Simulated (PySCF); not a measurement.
The system is GeH4, in a box.

```
CELL_PARAMETERS angstrom
12.00000 0.00000 0.00000
0.00000 12.00000 0.00000
0.00000 0.00000 12.00000
ATOMIC_POSITIONS crystal
Ge 0.50487 0.47263 0.52102
H 0.60054 0.40960 0.57773
H 0.40163 0.47012 0.59637
H 0.47743 0.41686 0.40930
H 0.53985 0.59390 0.50067
```

Base run:

| Quantity | Value |
| --- | --- |
| Program | PySCF 2.14.0 |
| Functional | HLE16 |
| Potentials or basis | def2-svp (all-electron) |
| k mesh | 1 × 1 × 1 |
| Occupations | fixed |
| Spin | no spin polarisation |

Its results: gap between the frontier levels 9.75 eV.

Question: The run is repeated on the same cell with these changes: functional from HLE16 to PBEsol0. What comes out?

Answer: Gap between the frontier levels 11.19 eV.

Caveats: this is a molecule in a periodic box at the Γ point, so its band gap is the HOMO-LUMO gap; relativity is left out, which matters for the heavier elements; the basis of atomic orbitals isn't converged, which shifts pressures, moduli and gaps.

A k mesh can miss the band edges.

Not every run made on this cell is shown here.
